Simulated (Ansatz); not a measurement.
**Cl₃HSiTe: up Jacob's ladder to CCSD(T)**

An exercise on one series of results from a longer session: the logs are not shown, and one member is left open.

Program: Ansatz 0.2.0, Gaussian basis. Level of theory: functionals in def2-TZVPP, the program's frozen cores in correlated methods. These are calculated values, not measurements.

The runs, in order: LDA (SPW92), PBE-D4, revPBE-D4, BLYP-D4, r2SCAN-D4, B97M-V, PBE0-D4, B3LYP-D4, r2SCANh-D4, r2SCAN0-D4, HSE06-D4, BHLYP-D4, CAM-B3LYP-D4, LC-ωPBE, ωB97X-V, ωB97M-V, B2PLYP, PBE-QIDH; CCSD(T)/def2-SVP; CCSD(T)/def2-TZVPP; MP2/def2-QZVPP; extrapolation to the limit; RPA on PBE.

## Structure used throughout

An earlier PBE0-D4 in a triple-zeta def2 set relaxation fixed the geometry. Te takes the def2 core potential; no spin-orbit term is included.

SMILES `Cl[Si](Cl)(Cl)[TeH]`, 6 atoms, charge 0, spin multiplicity 1.

Atoms are counted from 1 here; the program's logs count them from 0.

Bond lengths: Cl1–Si2 2.036 Å, Si2–Cl3 2.037 Å, Si2–Cl4 2.036 Å, Si2–Te5 2.468 Å, Te5–H6 1.659 Å. Angles: Cl1–Si2–Cl3 109.0°, Cl1–Si2–Cl4 107.0°, Cl1–Si2–Te5 112.8°, Cl3–Si2–Cl4 109.0°, Cl3–Si2–Te5 106.2°, Cl4–Si2–Te5 112.8°, Si2–Te5–H6 90.2°.

Set-up of the first run:

Contents of in.yaml:

```yaml
crystal:
  periodic: [false, false, false]
  atoms:
    - {symbol: Cl, position_ang: [-0.715434, -1.045686, 1.752731]}
    - {symbol: Si, position_ang: [0.251144, -0.479709, 0.052422]}
    - {symbol: Cl, position_ang: [2.191727, -1.088251, 0.159895]}
    - {symbol: Cl, position_ang: [-0.657828, -1.437525, -1.497434]}
    - {symbol: Te, position_ang: [0.315037, 1.970238, -0.241396]}
    - {symbol: H, position_ang: [-1.342548, 2.016832, -0.272419]}
basis:
  gaussian: {orbitals: def2-TZVPP}
hamiltonian: {xc: lda}
output: {orbitals: {seedname: orbitals}}
```

Steps of the session up to this table: LDA; PBE-D4 (GGA); revPBE-D4 (GGA); BLYP-D4 (GGA); r2SCAN-D4 (meta-GGA); B97M-V (meta-GGA); PBE0-D4 (hybrid); B3LYP-D4 (hybrid); r2SCANh-D4 (hybrid); r2SCAN0-D4 (hybrid); HSE06-D4 (hybrid); BHLYP-D4 (hybrid); CAM-B3LYP-D4 (range-separated); LC-ωPBE-D4 (range-separated; the results give it without D4); ωB97X-V (range-separated); ωB97M-V (range-separated); B2PLYP (double hybrid); PBE-QIDH (double hybrid).

One table of the session follows, with a row left open; its other results are not shown here.

It belongs to the step «Frontier levels by functional». 

| functional | HOMO (eV) | LUMO (eV) | gap (eV) |
| --- | --- | --- | --- |
| LDA (SPW92) | -6.16 | -2.51 | 3.65 |
| PBE-D4 | -5.99 | -2.29 | 3.70 |
| revPBE-D4 | -5.94 | -2.20 | 3.74 |
| BLYP-D4 | -5.81 | -2.18 | 3.62 |
| r2SCAN-D4 | -6.27 | -2.08 | 4.18 |
| B97M-V | -6.25 | -2.05 | 4.19 |
| PBE0-D4 | -7.07 | -1.49 | 5.58 |
| B3LYP-D4 | -6.83 | -1.71 | 5.12 |
| r2SCANh-D4 | -6.65 | -1.80 | 4.86 |
| r2SCAN0-D4 | -7.24 | -1.37 | 5.87 |
| HSE06-D4 | -6.68 | -1.86 | 4.82 |
| BHLYP-D4 | ? | ? | ? |
| CAM-B3LYP-D4 | -8.28 | -0.46 | 7.82 |
| LC-ωPBE | -9.61 | 0.65 | 10.26 |
| ωB97X-V | -9.28 | 0.56 | 9.84 |
| ωB97M-V | -9.15 | 0.38 | 9.53 |

Q: Estimate the row for BHLYP-D4 from the others.

Worked estimate for «HOMO (eV)». Against the share of exact exchange, BLYP-D4 (0, -5.81), B3LYP-D4 (0.2, -6.83) give a slope of -5.10 per unit share; at 0.5 the line stands at -8.36.

As computed: HOMO (eV): -7.95; LUMO (eV): -0.59; gap (eV): 7.36. In «HOMO (eV)» the line misses by -0.41.
